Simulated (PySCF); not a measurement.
AlSH3, in a box:

```
Al S H
1.0
    13.00000    0.00000    0.00000
     0.00000   11.00000    0.00000
     0.00000    0.00000   12.00000
Al S H
1 1 3
Direct
  0.45445 0.49399 0.50685
  0.58870 0.46863 0.61338
  0.34941 0.44072 0.55125
  0.46792 0.56310 0.39229
  0.65259 0.52599 0.54274
```

Base run:

```yaml
Program: PySCF 2.14.0
Functional: N12
Potentials_or_basis: cc-pvdz (all-electron)
k_mesh: 1 × 1 × 1
Occupations: fixed
Spin: no spin polarisation
```

Its results: gap between the frontier levels 4.53 eV.

Task: After a change of settings the same cell gave: gap between the frontier levels 8.67 eV. Which change was it?
A. functional from N12 to CAM-B3LYP
B. functional from N12 to rSCAN; dispersion from none to D3(BJ)
C. functional from N12 to HLE16

Result: A.

Caveats: this is a molecule in a periodic box at the Γ point, so its band gap is the HOMO-LUMO gap; the basis of atomic orbitals isn't converged, which shifts pressures, moduli and gaps.

Not every run made on this cell is shown here.
